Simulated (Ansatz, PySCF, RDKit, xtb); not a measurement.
**Which structure has the formula InAlSbHO?**

Given the formula InAlSbHO and nothing else, which arrangement of the atoms is the most stable in the gas at 298.15 K, and what are its properties?

Plan: many cheap relaxations first (GFN2-xTB), then density-functional screening, relaxation at B3LYP-D3(BJ)/def2-SVP, vibrations and a final energy. The numbers are computed, not measured.

6 further runs of the same task are left out: 1 that didn't finish, 5 set aside as unsound or not needed.

## Step 1: Drawing up candidates

All bonding patterns within simple valence rules are listed by program: one Lewis structure each, at most two rings and one unusual centre or charged pair. O–O, O–halogen and N–halogen bonds and N–N–N chains are not drawn. That gives 23 candidates.

c002 [O]1[AlH][In+][Sb-]1; c005 [O]=[Sb][InH][Al]; c022 [O]1[Al]2[InH][Sb]12; c110 [Al][In]1[O][SbH]1; c125 [O]1[InH][Al+][Sb-]1; c179 [O]1[AlH][Sb-][In+]1; c182 [In][Al]1[O][SbH]1 (triplet); c219 [Al][Sb]1[O][InH]1; c230 [In][Sb]1[O][AlH]1 (triplet); c310 [Al][In]1[O][SbH]1 (triplet); c364 [O]1[Al]2[SbH][In]12; c384 [In][Al]1[O][SbH]1; c385 [O]=[Sb][AlH][In]; c501 [O]=[Sb][AlH][In] (triplet); c518 [O]1[Al@@H-]2[In+][Sb]12; c573 [O]1[Al+][Sb-][InH]1; c685 [O]1[In@@H-]2[Al+][Sb]12; c700 [OH][Al]1[In+][Sb-]1; c826 [O]=[Sb][InH][Al] (triplet); c845 [In][Sb]1[O][AlH]1; c872 [Al][Sb]1[O][InH]1 (triplet); c881 [OH][In]1[Al+][Sb-]1; c960 [O]1[In]2[AlH][Sb]12.

Candidates are built by distance geometry, with a force field where one applies, in up to four conformers (letters a to d). 6 starts with atoms placed at random are added, to find patterns that the rules miss.

## Step 2: First filter: tight binding

All 48 starts are relaxed the same way. One of them, c309 (atoms placed at random), in full:

start.xyz

```xyz
5
c309
Al     0.193560    -1.719550    -0.125750
In     0.001310     0.937050     1.520920
O     -0.656660    -0.889000     1.317050
Sb     0.612880     0.277760    -1.164500
H     -0.456950     1.570530     0.170470
```

The run is started by

```bash
xtb start.xyz --gfn 2 --opt
```

The program printed, shortened:

```text
* xtb version 6.7.1
[...]
          :  # basis functions                  35          :
[...]
          :  # electrons                        18          :
[...]
          :  Hamiltonian                  GFN2-xTB          :
[...]
          :  net charge                          0          :
          :  unpaired electrons                  0          :
[...]
   *** convergence criteria satisfied after 20 iterations ***
[...]
   *** GEOMETRY OPTIMIZATION CONVERGED AFTER 53 ITERATIONS ***
[...]
   *** convergence criteria satisfied after 3 iterations ***
[...]
         ::                     SUMMARY                     ::
         :::::::::::::::::::::::::::::::::::::::::::::::::::::
         :: total energy              -9.201372872017 Eh    ::
         :: gradient norm              0.000136429108 Eh/a0 ::
         :: HOMO-LUMO gap              0.662828173623 eV    ::
         ::.................................................::
         :: SCC energy                -9.231475864321 Eh    ::
         :: -> isotropic ES            0.075677699000 Eh    ::
         :: -> anisotropic ES         -0.004516294496 Eh    ::
         :: -> anisotropic XC         -0.016524515809 Eh    ::
         :: -> dispersion             -0.004791776409 Eh    ::
         :: repulsion energy           0.030102992303 Eh    ::
         :: add. restraining           0.000000000000 Eh    ::
         :: total charge               0.000000000000 e     ::
         :::::::::::::::::::::::::::::::::::::::::::::::::::::
[...]
         9        2.0000           -0.2970300              -8.0826 (HOMO)
        10        0.0000           -0.2726715              -7.4198 (LUMO)
[...]
          | TOTAL ENERGY               -9.201372872017 Eh   |
          | GRADIENT NORM               0.000136429108 Eh/α |
          | HOMO-LUMO GAP               0.662828173623 eV   |
           -------------------------------------------------
[...]
```

It took 0.25 s on 1 thread of Arm Neoverse V1, shared host.

## Step 3: The minima found

46 of the 48 relaxations converged; 21 ended on a minimum already found. 25 distinct structures remain, the lowest 22 here:

```tsv
label	start	SMILES after	spin	energy (kcal/mol)	note
c309	random and drawn	[In][O][AlH][Sb] ‡	singlet	0.0	
c845a	drawn and random	[In][O][AlH][Sb] ‡	singlet	0.0	bonds changed
c230c	drawn	[In][O][AlH][Sb] ‡	triplet	7.8	bonds changed
c501b	drawn	[In][O][AlH][Sb] ‡	triplet	7.8	bonds changed
c364a	drawn	[In][O][Al][SbH] ‡	singlet	13.4	bonds changed
c219b	drawn	[O]1[Al][SbH][In]1 ‡	singlet	30.2	bonds changed
c235	random	[O]1[Al][SbH][In]1 ‡	singlet	30.2	
c125a	drawn and random	[Al][O]1[In][SbH]1 ‡	singlet	30.7	bonds changed
c881a	drawn	[OH][Al]1[In][Sb]1 ‡	singlet	36.1	bonds changed
c005c	drawn	[O]1[AlH][Sb][In]1 ‡	singlet	36.4	bonds changed
c005a	drawn	[H].[O]1[Al][In][Sb]1 ‡	singlet	36.9	loosely bound
c002a	drawn	[O]1[AlH][In][Sb]1 ‡	singlet	37.0	
c005b	drawn	[In]1[O]2[Sb][AlH]12 ‡	singlet	38.5	bonds changed
c872a	drawn	[In][O][Al][SbH]	triplet	39.0	bonds changed
c573a	drawn	[O]1[Al][Sb][InH]1 ‡	singlet	41.0	bonds changed
c310a	drawn	[AlH][O][In].[Sb] ‡	triplet	44.0	loosely bound
c310c	drawn	[Sb][O]1[AlH][In]1 ‡	triplet	44.5	bonds changed
c826c	drawn	[Sb][O]1[AlH][In]1 ‡	triplet	44.5	bonds changed
c022a	drawn	[Al][O][Sb][InH] ‡	singlet	46.3	bonds changed
c182b	drawn	[Al][O][In][SbH]	triplet	47.9	bonds changed
c182a	drawn	[Al][O][In][SbH]	triplet	48.0	bonds changed
c310b	drawn	[Al][O][In][SbH] ‡	triplet	49.6	bonds changed
```

‡ marks the bonded skeleton alone, with all bonds drawn single: no Lewis structure was assigned that passes a check against the bond lengths.

GFN2-xTB has no spin polarisation, so it can't rank spin states and is rough for open shells.

## Step 4: Second filter: single points

A choice of the minima (the low ones first, few conformers of a pattern, up to a cap) and the lowest that fell apart get a single point at r2SCAN-D4/def2-SVP on the tight-binding geometry, and one at HF/STO-3G for comparison. The lowest singlets are also tried as triplets at the same geometry (label ending in t). The first, c309:

input.yaml

```yaml
basis:
  gaussian: {orbitals: def2-SVP}
crystal:
  periodic: [false, false, false]
  atoms:
    - {symbol: Al, position_ang: [0.206609, 0.701442, -0.255385]}
    - {symbol: In, position_ang: [-0.859091, -1.252222, 2.514144]}
    - {symbol: O, position_ang: [-0.282506, 0.252179, 1.258100]}
    - {symbol: Sb, position_ang: [0.103189, -1.703986, -1.203786]}
    - {symbol: H, position_ang: [0.525939, 2.179376, -0.594883]}
hamiltonian: {xc: {name: r2SCAN}, dispersion: d4}
scf: {lower_state_search: "off"}
output: {orbitals: {seedname: orbitals}}
```

The run is started by

```bash
ansatz run input.yaml --threads 1 --pin off --max-ram 2610MiB --events-out events.jsonl --progress --plain --runs-dir runs
```

The program printed, shortened:

```text
Warning: RAYON_NUM_THREADS=1 ignored (pool sized by the plan → 1); use --threads N
Functional definition: r2SCAN
  name "r2SCAN"
[...]
1026 factors; their error is unknown
[...]
mean field -20371.60371092 eV, -748.6426280072 hartree, gradient 1.3e-6 eV, S^2 0.000000; 0 other end points of the search recorded, 0 dependent functions left out
reference -20371.60372232 eV, -748.6426284262 hartree; 33, 33 occupied and 56, 56 virtual orbitals, 1026 factors
Total energy: -20371.64453207 eV, -748.6441281570 hartree
Checks for a lower state left out: stability, starts, cluster_reference, orbital_swaps, neighbouring_geometries, increment
```

Run time: 5.7 s. Hardware: 1 thread of Arm Neoverse V1, shared host.

Relative energies in kcal/mol, each column from its lowest structure that stays in one piece:

```tsv
label	SMILES	spin	GFN2-xTB	HF/STO-3G	r2SCAN-D4/def2-SVP
c881a	[OH][Al]1[In][Sb]1 ‡	singlet	36.1	52.3	0.0
c364a	[In][O][Al][SbH] ‡	singlet	13.4	38.3	2.4
c230c	[In][O][AlH][Sb] ‡	triplet	7.8	0.6	3.9
c501b	[In][O][AlH][Sb] ‡	triplet	7.8	0.0	4.0
c235	[O]1[Al][SbH][In]1 ‡	singlet	30.2	47.7	20.4
c125a	[Al][O]1[In][SbH]1 ‡	singlet	30.7	48.1	21.2
c219b	[O]1[Al][SbH][In]1 ‡	singlet	30.2	50.9	21.6
c872a	[In][O][Al][SbH]	triplet	39.0	48.1	21.6
c881at	[OH][Al]1[In][Sb]1 ‡	triplet	–	–	23.8
c845a	[In][O][AlH][Sb] ‡	singlet	0.0	50.1	29.9
c309	[In][O][AlH][Sb] ‡	singlet	0.0	50.1	29.9
c235t	[O]1[Al][SbH][In]1 ‡	triplet	–	–	37.5
c002a	[O]1[AlH][In][Sb]1 ‡	singlet	37.0	79.7	40.7
c005c	[O]1[AlH][Sb][In]1 ‡	singlet	36.4	103.0	45.3
c310c	[Sb][O]1[AlH][In]1 ‡	triplet	44.5	71.2	45.7
c310a	[AlH][O][In].[Sb] ‡	triplet	44.0	72.9	47.6
c005b	[In]1[O]2[Sb][AlH]12 ‡	singlet	38.5	103.3	56.3
c005a	[H].[O]1[Al][In][Sb]1 ‡	singlet	36.9	132.5	58.9
```

‡ marks the bonded skeleton alone, with all bonds drawn single: no Lewis structure was assigned that passes a check against the bond lengths.

## Step 5: Patterns that tight binding lost

Some ordinary bonding patterns rearranged or fell apart under GFN2-xTB. Their starts are relaxed at r2SCAN-D4/def2-SVP instead (label ending in r). The first, c022ar:

input.yaml

```yaml
crystal:
  periodic: [false, false, false]
  atoms:
    - {symbol: Al, position_ang: [-2.428251, -0.862455, 0.733259]}
    - {symbol: In, position_ang: [-1.865132, -1.148636, -1.833312]}
    - {symbol: O, position_ang: [-2.419697, 0.875986, 1.364847]}
    - {symbol: Sb, position_ang: [-1.767251, 1.418814, -0.512411]}
    - {symbol: H, position_ang: [-1.420105, -1.203987, -3.652334]}
basis:
  gaussian:
    orbitals: def2-SVP
hamiltonian:
  xc: {name: r2SCAN}
  dispersion: d4
scf:
  lower_state_search: "off"
relax:
  f_tol: 0.01
output: {orbitals: {seedname: orbitals}}
```

The run is started by

```bash
ansatz run input.yaml --threads 1 --pin off --max-ram 2610MiB --events-out events.jsonl --progress --plain --runs-dir runs
```

The program printed, shortened:

```text
Warning: RAYON_NUM_THREADS=1 ignored (pool sized by the plan → 1); use --threads N
[...]
[... 2 set-up lines as earlier in the session ...]
[...]
1026 factors; their error is unknown
[...]
mean field -20370.46845408 eV, -748.6009080878 hartree, gradient 6.7e-6 eV, S^2 0.000000; 0 other end points of the search recorded, 0 dependent functions left out
[...]
reference -20370.46846578 eV, -748.6009085178 hartree; 33, 33 occupied and 56, 56 virtual orbitals, 1026 factors
[...]
Atom 1 at    -1.731924    -0.576596    -1.997181 Å, force    -0.000511     0.000044     0.000458 eV/Å
Atom 2 at    -2.374909     0.617380     1.263121 Å, force    -0.000440    -0.000485     0.000010 eV/Å
Atom 3 at    -1.801416     1.630250    -0.474670 Å, force     0.000431     0.000373    -0.000247 eV/Å
Atom 4 at    -1.541068    -1.608850    -3.351224 Å, force     0.000143    -0.000121    -0.000153 eV/Å
Dipole moment:     0.014591    -0.301191    -0.230755 e Å
Checks for a lower state left out: stability, starts, cluster_reference, orbital_swaps, neighbouring_geometries, increment
```

Wall time 44 s (1 thread of Arm Neoverse V1, shared host).

Energies at r2SCAN-D4/def2-SVP after that relaxation, from the lowest structure of the screen (which was not relaxed at this level):

```tsv
label	SMILES	spin	energy (kcal/mol)
c022ar	[O]1[Al][InH][Sb]1 ‡	singlet	34.1
c960ar	[O]1[In][AlH][Sb]1 ‡	singlet	48.6
```

‡ marks the bonded skeleton alone, with all bonds drawn single: no Lewis structure was assigned that passes a check against the bond lengths.

## Step 6: Refinement at B3LYP-D3(BJ)/def2-SVP

4 candidates are relaxed at B3LYP-D3(BJ)/def2-SVP (chosen among the lowest in one piece, with other spins of them). The first, c881a:

input.yaml

```yaml
crystal:
  periodic: [false, false, false]
  atoms:
    - {symbol: Al, position_ang: [-2.524982, -0.082283, -0.974602]}
    - {symbol: In, position_ang: [-0.127151, 1.148023, 0.629575]}
    - {symbol: O, position_ang: [-2.323943, -1.624246, -1.556389]}
    - {symbol: Sb, position_ang: [-2.765068, 2.257895, -0.060079]}
    - {symbol: H, position_ang: [-2.245170, -2.508341, -1.905355]}
basis:
  gaussian:
    orbitals: def2-SVP
hamiltonian:
  xc: {name: B3LYP}
  dispersion: d3bj
scf:
  lower_state_search: "off"
relax:
  f_tol: 0.003
```

The run is started by

```bash
ansatz run input.yaml --threads 1 --pin off --max-ram 2610MiB --events-out events.jsonl --progress --plain --runs-dir runs
```

The program printed, shortened:

```text
Warning: RAYON_NUM_THREADS=1 ignored (pool sized by the plan → 1); use --threads N
[...]
Functional definition: B3LYP
  name "B3LYP"
[...]
1105 factors; integrals over basis functions are off by at most 2.6e-4 eV
[...]
mean field -20374.72227116 eV, -748.7572329825 hartree, gradient 3.3e-6 eV, S^2 0.000000; 0 other end points of the search recorded, 0 dependent functions left out
[...]
Atom 1 at     0.045672     1.521482     0.808605 Å, force    -0.000145    -0.000060    -0.000081 eV/Å
Atom 2 at    -2.466324    -1.855216    -1.381169 Å, force     0.000185    -0.000518    -0.000447 eV/Å
Atom 3 at    -2.668076     2.076400    -0.191141 Å, force     0.000129    -0.000502    -0.000056 eV/Å
Atom 4 at    -2.340812    -2.308007    -2.218867 Å, force    -0.000060     0.000083     0.000365 eV/Å
Dipole moment:     0.298462    -0.410901    -0.264987 e Å
Checks for a lower state left out: stability, starts, cluster_reference, orbital_swaps, neighbouring_geometries, increment
```

Run time: 2 min. Hardware: 1 thread of Arm Neoverse V1, shared host.

Energy change by step (eV): 0.0000, -0.0963, -0.1459, -0.1544, -0.1592, -0.1594, -0.1598, -0.1613, -0.1619, -0.1602, -0.1623, -0.1627, -0.1413, -0.1646, -0.1675, -0.1428, -0.1696, -0.1699, -0.1732, -0.1734, -0.1735, -0.1735, -0.1736, -0.1736, -0.1736, -0.1736.

After the run. Bond lengths: Al1–O3 1.689 Å, Al1–Sb4 2.424 Å, In2–Sb4 2.945 Å, O3–H5 0.960 Å. Angles: O3–Al1–Sb4 179.3°, Al1–Sb4–In2 82.8°, Al1–O3–H5 135.5°.

## Step 7: The relaxed candidates

```tsv
label	spin	r2SCAN-D4/def2-SVP (kcal/mol)	B3LYP-D3(BJ)/def2-SVP, relaxed (kcal/mol)	time	note
c881a	singlet	0.0	0.0	2 min	rearranged to [OH][Al][Sb][In] ‡
c364a	singlet	2.4	3.8	35 s	
c501b	triplet	4.0	6.2	83 s	same minimum as c230c
c230c	triplet	3.9	6.2	90 s
```

‡ marks the bonded skeleton alone, with all bonds drawn single: no Lewis structure was assigned that passes a check against the bond lengths.

c881a: Bond lengths: Al1–O3 1.689 Å, Al1–Sb4 2.424 Å, In2–Sb4 2.945 Å, O3–H5 0.960 Å. Angles: O3–Al1–Sb4 179.3°, Al1–Sb4–In2 82.8°, Al1–O3–H5 135.5°.

c364a: Bond lengths: Al1–O3 1.677 Å, In2–O3 2.070 Å, Al1–Sb4 2.471 Å, Sb4–H5 1.746 Å. Angles: Al1–O3–In2 177.7°, O3–Al1–Sb4 177.7°, Al1–Sb4–H5 77.3°.

c501b: Bond lengths: Al1–O3 1.698 Å, In2–O3 2.050 Å, Al1–Sb4 2.664 Å, Al1–H5 1.592 Å. Angles: Al1–O3–In2 173.3°, O3–Al1–Sb4 119.1°, O3–Al1–H5 119.5°, Sb4–Al1–H5 121.4°.

c230c: Bond lengths: Al1–O3 1.698 Å, In2–O3 2.050 Å, Al1–Sb4 2.664 Å, Al1–H5 1.592 Å. Angles: Al1–O3–In2 173.3°, O3–Al1–Sb4 119.1°, O3–Al1–H5 119.5°, Sb4–Al1–H5 121.4°.

## Step 8: Are they minima? Harmonic frequencies

The lowest few in one piece go on as finalists. Harmonic vibrations at B3LYP-D3(BJ)/def2-SVP test each finalist and give the zero-point energy and the thermal terms. The first, c881a:

input.yaml

```yaml
crystal:
  periodic: [false, false, false]
  atoms:
    - {symbol: Al, position_ang: [-2.556775, -0.243611, -0.884278]}
    - {symbol: In, position_ang: [0.045672, 1.521482, 0.808605]}
    - {symbol: O, position_ang: [-2.466324, -1.855216, -1.381169]}
    - {symbol: Sb, position_ang: [-2.668076, 2.076400, -0.191141]}
    - {symbol: H, position_ang: [-2.340812, -2.308007, -2.218867]}
basis:
  gaussian:
    orbitals: def2-SVP
total_charge: 0
magnetization:
  spin_polarized: false
hamiltonian:
  xc: {name: B3LYP}
  dispersion: d3bj
scf:
  lower_state_search: off
phonons: {}
```

The run is started by

```bash
ansatz run input.yaml --threads 1 --pin off --max-ram 2610MiB --events-out events.jsonl --progress --plain --runs-dir runs
```

The program printed, shortened:

```text
Warning: RAYON_NUM_THREADS=1 ignored (pool sized by the plan → 1); use --threads N
[... 2 set-up lines as earlier in the session ...]
[...]
1103 factors; integrals over basis functions are off by at most 3.4e-4 eV
[...]
mean field -20374.85031813 eV, -748.7619386217 hartree, gradient 2.9e-6 eV, S^2 0.000000; 0 other end points of the search recorded, 0 dependent functions left out
[...]
Atom 3 at    -2.668076     2.076400    -0.191141 Å, force     0.000099    -0.000464    -0.000084 eV/Å
Atom 4 at    -2.340812    -2.308007    -2.218867 Å, force    -0.000103     0.000072     0.000406 eV/Å
Dipole moment:     0.298468    -0.410897    -0.264992 e Å
Vibrations: 40.26 119.07 139.94 149.32 176.55 302.90 332.04 912.95 3938.65 cm⁻¹, zero-point energy 0.378876 eV
Checks for a lower state left out: stability, starts, cluster_reference, orbital_swaps, neighbouring_geometries, increment
```

It took 1.9 min on 1 thread of Arm Neoverse V1, shared host.

## Step 9: Zero-point energy and free-energy terms

At 298.15 K and 1 atm, ideal gas, rigid rotor and harmonic oscillator:

```tsv
label	SMILES	spin	point group	lowest mode (cm⁻¹)	zero-point (kcal/mol)	G − E (kcal/mol)
c881a	[OH][Al][Sb][In] ‡	singlet	C1	40	8.7	-14.1
c364a	[In][O][Al][SbH] ‡	singlet	–	31	5.9	-17.0
c230c	[In][O][AlH][Sb] ‡	triplet	Cs	19	6.8	-16.5
```

Chiral structures get −RT ln 2 for their mirror image.

‡ marks the bonded skeleton alone, with all bonds drawn single: no Lewis structure was assigned that passes a check against the bond lengths.

## Step 10: The final energy

Single points at CCSD(T)/def2-SVP + MP2/def2-TZVPP - MP2/def2-SVP on the refined geometries decide the order.

c881a, CCSD(T)/def2-SVP:

Changes to input.yaml since step 8:

```diff
@@ -11,10 +11,6 @@
     orbitals: def2-SVP
-total_charge: 0
 magnetization:
   spin_polarized: false
-hamiltonian:
-  xc: {name: B3LYP}
-  dispersion: d3bj
-scf:
-  lower_state_search: off
-phonons: {}
+correlation:
+  method: ccsd_t
+  frozen_orbitals: {Al: 5, O: 1, H: 0, In: 4, Sb: 4}
```

The run is started by

```bash
ansatz run input.yaml --threads 1 --pin off --max-ram 2610MiB --events-out events.jsonl --progress --plain --runs-dir runs
```

The program printed, shortened:

```text
Warning: RAYON_NUM_THREADS=1 ignored (pool sized by the plan → 1); use --threads N
Functional definition: HF
  name "HF"
[...]
1012 factors; integrals over basis functions are off by at most 5.4e-4 eV
[...]
mean field -20293.74160741 eV, -745.7812484802 hartree, gradient 1.6e-6 eV, S^2 0.000000; 2 other end points of the search recorded, 0 dependent functions left out
14 core orbitals not correlated: weight in the atoms' cores, before any rotation towards them, 1.000 or more for the frozen orbitals, at most 0.000 for the correlated occupied ones
reference -20293.74160741 eV, -745.7812484802 hartree; 19, 19 occupied and 56, 56 virtual orbitals, 1012 factors
second order -11.46488597 eV of doubles, -0.00000000 eV of singles
cycle   1  -11.65108289 eV  change   -1.9e-1 eV  update   1.2e-1
[...]
cycle  11  -12.12281685 eV  change    1.7e-5 eV  update   4.2e-5
perturbative correction -0.47675291 eV, -0.0175203464 hartree
Total energy: -20306.34117718 eV, -746.2442741288 hartree
```

Run time: 14 s. Hardware: 1 thread of Arm Neoverse V1, shared host.

## Step 11: c881a at MP2/def2-TZVPP

Changes to input.yaml since step 10:

```diff
@@ -10,7 +10,5 @@
   gaussian:
-    orbitals: def2-SVP
-magnetization:
-  spin_polarized: false
+    orbitals: def2-TZVPP
 correlation:
-  method: ccsd_t
+  method: mp2
   frozen_orbitals: {Al: 5, O: 1, H: 0, In: 4, Sb: 4}
```

The run is started by

```bash
ansatz run input.yaml --threads 1 --pin off --max-ram 2610MiB --events-out events.jsonl --progress --plain --runs-dir runs
```

The program printed, shortened:

```text
Warning: RAYON_NUM_THREADS=1 ignored (pool sized by the plan → 1); use --threads N
[... 2 set-up lines as earlier in the session ...]
[...]
1496 factors; integrals over basis functions are off by at most 7.0e-4 eV
[...]
mean field -20299.08568192 eV, -745.9776395961 hartree, gradient 3.7e-6 eV, S^2 0.000000; 2 other end points of the search recorded, 0 dependent functions left out
14 core orbitals not correlated: weight in the atoms' cores, before any rotation towards them, 1.000 or more for the frozen orbitals, at most 0.000 for the correlated occupied ones
reference -20299.08568192 eV, -745.9776395961 hartree; 19, 19 occupied and 154, 154 virtual orbitals, 1496 factors
second order -25.14464185 eV of doubles, -0.00000000 eV of singles
Total energy: -20324.23032376 eV, -746.9016881402 hartree
```

It took 12 s on 1 thread of Arm Neoverse V1, shared host.

## Step 12: c364a at CCSD(T)/def2-SVP

input.yaml

```yaml
crystal:
  periodic: [false, false, false]
  atoms:
    - {symbol: Al, position_ang: [-1.796190, -0.521575, -0.978669]}
    - {symbol: In, position_ang: [-2.003541, -0.765756, 2.753691]}
    - {symbol: O, position_ang: [-1.871430, -0.663645, 0.690912]}
    - {symbol: Sb, position_ang: [-1.732102, -0.225783, -3.430652]}
    - {symbol: H, position_ang: [-2.550343, 1.218288, -2.890113]}
basis:
  gaussian: {orbitals: def2-SVP}
magnetization: {spin_polarized: false, initial_magnetization: 0}
correlation: {method: ccsd_t, frozen_orbitals: {Al: 5, O: 1, H: 0, In: 4, Sb: 4}}
```

The run is started by

```bash
ansatz run input.yaml --threads 1 --pin off --max-ram 2610MiB --events-out events.jsonl --progress --plain --runs-dir runs
```

The program printed, shortened:

```text
Warning: RAYON_NUM_THREADS=1 ignored (pool sized by the plan → 1); use --threads N
[... 2 set-up lines as earlier in the session ...]
[...]
1008 factors; integrals over basis functions are off by at most 4.9e-4 eV
[...]
mean field -20293.58601303 eV, -745.7755304922 hartree, gradient 2.3e-6 eV, S^2 0.000000; 1 other end points of the search recorded, 0 dependent functions left out
14 core orbitals not correlated: weight in the atoms' cores, before any rotation towards them, 1.000 or more for the frozen orbitals, at most 0.000 for the correlated occupied ones
reference -20293.58601303 eV, -745.7755304922 hartree; 19, 19 occupied and 56, 56 virtual orbitals, 1008 factors
second order -11.38696513 eV of doubles, -0.00000000 eV of singles
cycle   1  -11.53343496 eV  change   -1.5e-1 eV  update   1.4e-1
[...]
cycle  10  -12.12894155 eV  change   -1.0e-5 eV  update   3.2e-5
perturbative correction -0.45750949 eV, -0.0168131637 hartree
Total energy: -20306.17246407 eV, -746.2380740364 hartree
```

It took 13 s on 1 thread of Arm Neoverse V1, shared host.

(Part 1 of 2 ends here.)
